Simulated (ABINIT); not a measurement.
# GaGe (F-43m) in ABINIT: phonons with PBE

Aim: the phonons of GaGe with PBE.

Program: ABINIT 10.8.3 (patched build). These are calculated values, not measurements. Logs are shortened: lines on timing, memory, paths and dates and some standing lists are left out, and cuts for length are marked. The log counts tension as positive stress, the text compression.

**1. Starting point**

It takes space group F-43m (No. 216, cubic). Conventional cell: a = 5.796 Å, b = 5.796 Å, c = 5.796 Å, α = 90.00°, β = 90.00°, γ = 90.00°. Around Ge (site symmetry -43m) lie 4 Ga at 2.51 Å. Ga (site symmetry -43m) has 4 Ge at 2.51 Å as nearest neighbours.

The cell comes from a database or a generator and needn't be the stable form of this composition.

**2. Phonons, PBE**

Input file run.abi:

```
# Datasets
ndtset 2

# Pseudopotentials
pp_dirpath "./"
pseudos "Ge.GGA_PBE-JTH.xml, Ga.GGA_PBE-JTH.xml"

# Structure
acell 7.7444194535 7.7444194535 7.7444194535
rprim
     0.0000000000     0.7071067812     0.7071067812
     0.7071067812     0.0000000000     0.7071067812
     0.7071067812     0.7071067812     0.0000000000
ntypat 2
znucl 32 31
natom 2
typat 1 2
xred
            0.0            0.0            0.0
            1/4            1/4            1/4

# Plane-wave basis
ecut 16.0
pawecutdg 32.0
pawxcdev 0

# k points
ngkpt 6 6 6
nshiftk 4
shiftk
     0.5000000000     0.5000000000     0.5000000000
     0.5000000000     0.0000000000     0.0000000000
     0.0000000000     0.5000000000     0.0000000000
     0.0000000000     0.0000000000     0.5000000000

# Exchange and correlation
ixc 11

# Bands and occupations
nband 22
occopt 4
tsmear 0.1 eV

# SCF cycle
nstep 80

# Output
prteig 0
prtebands 0
prtwf 0
prtden 0
prtpot 0

# Dataset 1: ground state
kptopt1 1
tolvrs1 1.0e-11
prtwf1 1
tolwfr1 1.0e-14
nbdbuf1 4
nline1 6

# Dataset 2: response at q = 0 to atomic displacements
rfphon2 1
rfatpol2 1 2
rfdir2 1 1 1
getwfk2 1
kptopt2 2
nqpt2 1
qpt2 0.0 0.0 0.0
tolvrs2 1.0e-9
```

Input file mrgddb.in:

```
merged_DDB
GaGe
2
runo_DS1_DDB
runo_DS2_DDB
```

Input file anaddb.abi:

```
ddb_filepath "merged_DDB"
output_file "anaddb.abo"
outdata_prefix "ana"
asr 1
chneut 0
dipdip 0
dieflag 0
enunit 0
eivec 1
nph1l 1
qph1l 0.0 0.0 0.0 1.0
```

Potentials or basis: JTH PAW PBE v2.0.

On the command line:

```sh
> abinit run.abi > log 2>&1
> mrgddb < mrgddb.in > mrgddb.log 2>&1
> anaddb anaddb.abi > anaddb.log 2>&1
```

run.abo:

```text
.Version 10.8.3 of ABINIT
 DATASET    1 : space group F-4 3 m (#216); Bravais cF (face-center cubic)
================================================================================
 Values of the parameters that define the memory need for DATASET  1.
     intxc =       0    ionmov =       0      iscf =      17    lmnmax =      18
     lnmax =       6     mgfft =      30  mpssoang =       3    mqgrid =    3001
     natom =       2  nloc_mem =       2    nspden =       1   nspinor =       1
    nsppol =       1      nsym =      24    n1xccc =       1    ntypat =       2
    occopt =       4   xclevel =       2
       mpw =        1013          nfft =       27000          nkpt =          28
 PAW method is used; the additional fine FFT grid is defined by:
   mgfftf=        40    nfftf =     64000
================================================================================
================================================================================

 DATASET    2 : space group F-4 3 m (#216); Bravais cF (face-center cubic)
================================================================================
 Values of the parameters that define the memory need for DATASET  2 (RF).
     intxc =       0      iscf =       7    lmnmax =      18     lnmax =       6
     mgfft =      30  mpssoang =       3    mqgrid =    3001     natom =       2
  nloc_mem =       2    nspden =       1   nspinor =       1    nsppol =       1
      nsym =      24    n1xccc =       1    ntypat =       2    occopt =       4
   xclevel =       2
      nfft =       27000          nkpt =         432
================================================================================
================================================================================

--------------------------------------------------------------------------------
------------- Echo of variables that govern the present computation ------------
--------------------------------------------------------------------------------
 -outvars: echo values of preprocessed input variables --------
            acell      7.7444194535E+00  7.7444194535E+00  7.7444194535E+00 Bohr
              amu      7.26100000E+01  6.97230000E+01
             ecut      1.60000000E+01 Hartree
           getwfk1          0
           getwfk2          1
             iscf1         17
             iscf2          7
              ixc          11
           jdtset        1    2
                       outvar_i_n : Printing only first  50 k-points.
           kptopt1          1
           kptopt2          2
         kptrlatt        6   -6    6     -6    6    6     -6   -6    6
          kptrlen      6.57135781E+01
            natom           2
            nband1         22
            nband2         22
           nbdbuf1          4
           nbdbuf2          2
           ndtset           2
            ngfft          30      30      30
          ngfftdg          40      40      40
             nkpt1         28
             nkpt2        432
            nline1          6
            nline2          4
             nqpt1          0
             nqpt2          1
            nstep          80
             nsym          24
           ntypat           2
                       prtocc : prtvol=0, do not print more k-points.
           occopt           4
        optdriver1          0
        optdriver2          1
        pawecutdg      3.20000000E+01 Hartree
         pawxcdev           0
           prtden           0
        prtebands           0
           prteig           0
            prtwf1          1
            prtwf2          0
           rfphon1          0
           rfphon2          1
            rprim      0.0000000000E+00  7.0710678120E-01  7.0710678120E-01
                       7.0710678120E-01  0.0000000000E+00  7.0710678120E-01
                       7.0710678120E-01  7.0710678120E-01  0.0000000000E+00
           shiftk      5.00000000E-01  5.00000000E-01  5.00000000E-01
          spgroup         216
           tolvrs1     1.00000000E-11
           tolvrs2     1.00000000E-09
           tolwfr1     1.00000000E-14
           tolwfr2     0.00000000E+00
           tsmear      3.67493222E-03 Hartree
            typat      1  2
           useylm           1
                       outvars : Printing only first  50 k-points.
           xangst      0.0000000000E+00  0.0000000000E+00  0.0000000000E+00
                       1.4489219991E+00  1.4489219991E+00  1.4489219991E+00
            xcart      0.0000000000E+00  0.0000000000E+00  0.0000000000E+00
                       2.7380657560E+00  2.7380657560E+00  2.7380657560E+00
             xred      0.0000000000E+00  0.0000000000E+00  0.0000000000E+00
                       2.5000000000E-01  2.5000000000E-01  2.5000000000E-01
            znucl       32.00000   31.00000

[... 246 lines left out ...]
--------------------------------------------------------------------------------

 ==>  initialize data related to q vector <==

 The list of irreducible perturbations for this q vector is:
    1)    idir= 1    ipert=   1
    2)    idir= 1    ipert=   2

================================================================================

 The perturbation idir=   2  ipert=   1 is
 symmetric of a previously calculated perturbation.
 So, its SCF calculation is not needed.
[... 9 lines left out ...]
 The perturbation idir=   3  ipert=   2 is
 symmetric of a previously calculated perturbation.
 So, its SCF calculation is not needed.

--------------------------------------------------------------------------------
 Perturbation wavevector (in red.coord.)   0.000000  0.000000  0.000000
 Perturbation : displacement of atom   1   along direction   1
 Found     2 symmetries that leave the perturbation invariant.
 symkpt : the number of k-points, thanks to the symmetries,
 is reduced to   234 .

--------------------------------------------------------------------------------

--------------------------------------------------------------------------------

 dfpt_looppert : total number of electrons, from k and k+q
  fully or partially occupied states are    2.700000E+01 and    2.700000E+01.
 Initialisation of the first-order wave-functions :
  ireadwf=   0

--- !BeginCycle
iteration_state: {dtset: 2, }
solver: {iscf: 7, nstep: 80, nline: 4, wfoptalg: 10, }
tolerances: {tolvrs: 1.00E-09, }
...

     iter   2DEtotal(Ha)        deltaE(Ha) residm    vres2
-ETOT  1   1571.7755047642      1.465E+03 1.353E+01 5.605E+06
 ETOT  2   144.89589845901     -1.427E+03 3.678E+00 4.766E+05
 ETOT  3   2.8445445192457     -1.421E+02 1.551E+00 3.131E+03
 ETOT  4   2.1282023304372     -7.163E-01 1.430E-01 7.209E+02
 ETOT  5   1.9688502939054     -1.594E-01 5.360E-03 1.953E+01
 ETOT  6   1.9659776195232     -2.873E-03 1.847E-03 1.380E+00
 ETOT  7   1.9658108328742     -1.668E-04 4.577E-05 5.025E-02
 ETOT  8   1.9658061946717     -4.638E-06 1.024E-05 1.027E-02
 ETOT  9   1.9658043204255     -1.874E-06 1.070E-07 2.770E-04
 ETOT 10   1.9658043055612     -1.486E-08 2.114E-08 2.497E-05
 ETOT 11   1.9658043041288     -1.432E-09 5.616E-10 2.383E-06
 ETOT 12   1.9658043039591     -1.698E-10 1.275E-10 2.129E-07
 ETOT 13   1.9658043039068     -5.195E-11 5.545E-12 2.053E-08
 ETOT 14   1.9658043038946     -1.251E-11 8.621E-13 2.204E-09
 ETOT 15   1.9658043039059      1.137E-11 6.041E-14 1.471E-10

 At SCF step   15       vres2   =  1.47E-10 < tolvrs=  1.00E-09 =>converged.
================================================================================

 ----iterations are completed or convergence reached----

 Mean square residual over all n,k,spin=   45.007E-17; max=  60.411E-15

 2DEtotal=    0.1965804304E+01 Ha. Also 2DEtotal=    0.534922601976E+02 eV
    (2DErelax=   -1.0509294932E+02 Ha. 2DEnonrelax=    1.0705875362E+02 Ha)
    (  non-var. 2DEtotal :    1.9658257106E+00 Ha)

--------------------------------------------------------------------------------
 Perturbation wavevector (in red.coord.)   0.000000  0.000000  0.000000
 Perturbation : displacement of atom   2   along direction   1
 Found     2 symmetries that leave the perturbation invariant.
 symkpt : the number of k-points, thanks to the symmetries,
 is reduced to   234 .

--------------------------------------------------------------------------------

--------------------------------------------------------------------------------

 dfpt_looppert : total number of electrons, from k and k+q
  fully or partially occupied states are    2.700000E+01 and    2.700000E+01.
 Initialisation of the first-order wave-functions :
  ireadwf=   0

--- !BeginCycle
iteration_state: {dtset: 2, }
solver: {iscf: 7, nstep: 80, nline: 4, wfoptalg: 10, }
tolerances: {tolvrs: 1.00E-09, }
...

     iter   2DEtotal(Ha)        deltaE(Ha) residm    vres2
-ETOT  1   1433.4558449640      3.080E+03 1.225E+01 5.637E+06
 ETOT  2   162.01293298879     -1.271E+03 4.330E+00 6.147E+05
 ETOT  3   4.4162545514263     -1.576E+02 6.304E-01 5.986E+03
 ETOT  4   2.3661629787729     -2.050E+00 2.718E-02 1.045E+03
 ETOT  5   2.1472788476311     -2.189E-01 7.597E-03 1.961E+01
 ETOT  6   2.1439421886897     -3.337E-03 9.025E-04 1.130E+00
 ETOT  7   2.1438179768710     -1.242E-04 4.479E-05 6.436E-02
 ETOT  8   2.1438135039142     -4.473E-06 9.543E-06 5.919E-03
 ETOT  9   2.1438130799678     -4.239E-07 2.932E-07 3.787E-04
 ETOT 10   2.1438130626665     -1.730E-08 6.291E-08 3.473E-05
 ETOT 11   2.1438130603673     -2.299E-09 1.767E-09 3.203E-06
 ETOT 12   2.1438130595687     -7.990E-10 4.695E-10 3.809E-07
 ETOT 13   2.1438130595296     -3.865E-11 1.138E-11 4.896E-08
 ETOT 14   2.1438130595378      8.185E-12 3.587E-12 3.851E-09
 ETOT 15   2.1438130594423     -9.550E-11 9.201E-14 5.531E-10

 At SCF step   15       vres2   =  5.53E-10 < tolvrs=  1.00E-09 =>converged.
================================================================================

 ----iterations are completed or convergence reached----

 Mean square residual over all n,k,spin=   67.755E-17; max=  92.012E-15

 2DEtotal=    0.2143813059E+01 Ha. Also 2DEtotal=    0.583361251997E+02 eV
    (2DErelax=    1.6486746722E+03 Ha. 2DEnonrelax=   -1.6465308592E+03 Ha)
    (  non-var. 2DEtotal :    2.1438114592E+00 Ha)

================================================================================

 ---- first-order wavefunction calculations are completed ----

 ==> Compute Derivative Database <==

  Dynamical matrix, in cartesian coordinates,
   if specified in the inputs, asr has been imposed
     j1       j2             matrix element
  dir pert dir pert     real part    imaginary part

   1    1   1    1         0.0348049267         0.0000000000
   1    1   1    2        -0.0348049267        -0.0000000000

   2    1   2    1         0.0348049267        -0.0000000000
   2    1   2    2        -0.0348049267         0.0000000000
[... 10 lines left out ...]
   3    2   3    1        -0.0348049426        -0.0000000000
   3    2   3    2         0.0348049426         0.0000000000

  Phonon wavevector (reduced coordinates) :  0.00000  0.00000  0.00000
 Phonon energies in Hartree :
   0.000000E+00  0.000000E+00  0.000000E+00  7.326675E-04  7.326675E-04
   7.326675E-04
 Phonon frequencies in cm-1    :
   0.000000E+00  0.000000E+00  0.000000E+00  1.608019E+02  1.608019E+02
   1.608019E+02

== END DATASET(S) ==============================================================
================================================================================

 -outvars: echo values of variables after computation  --------
            acell      7.7444194535E+00  7.7444194535E+00  7.7444194535E+00 Bohr
           etotal1    -1.7464319831E+02
           etotal2     2.1438130594E+00
            fcart1    -0.0000000000E+00 -0.0000000000E+00 -0.0000000000E+00
                      -0.0000000000E+00 -0.0000000000E+00 -0.0000000000E+00
            fcart2     0.0000000000E+00  0.0000000000E+00  0.0000000000E+00
                       0.0000000000E+00  0.0000000000E+00  0.0000000000E+00
            rprim      0.0000000000E+00  7.0710678120E-01  7.0710678120E-01
                       7.0710678120E-01  0.0000000000E+00  7.0710678120E-01
                       7.0710678120E-01  7.0710678120E-01  0.0000000000E+00
           strten1     1.5626872495E-06  1.5626872495E-06  1.5626872495E-06
                       0.0000000000E+00  0.0000000000E+00  0.0000000000E+00
           strten2     0.0000000000E+00  0.0000000000E+00  0.0000000000E+00
                       0.0000000000E+00  0.0000000000E+00  0.0000000000E+00
           xangst      0.0000000000E+00  0.0000000000E+00  0.0000000000E+00
                       1.4489219991E+00  1.4489219991E+00  1.4489219991E+00
             xred      0.0000000000E+00  0.0000000000E+00  0.0000000000E+00
                       2.5000000000E-01  2.5000000000E-01  2.5000000000E-01
 Calculation completed.
```

Run time: 9.4 min. Hardware: 1 thread of Intel Xeon 6975P-C (Granite Rapids), shared host; peak memory 0.74 GiB.

What came out:

```yaml
Free_energy: -4752.2835 eV
Highest_phonon_frequency_at_Γ_LO-TO_splitting_left_out: 161 cm⁻¹
```

Phonon frequencies in cm⁻¹ (negative: imaginary):
```
              q point        frequencies
(0.000, 0.000, 0.000)  0 0 0 161 161 161
```
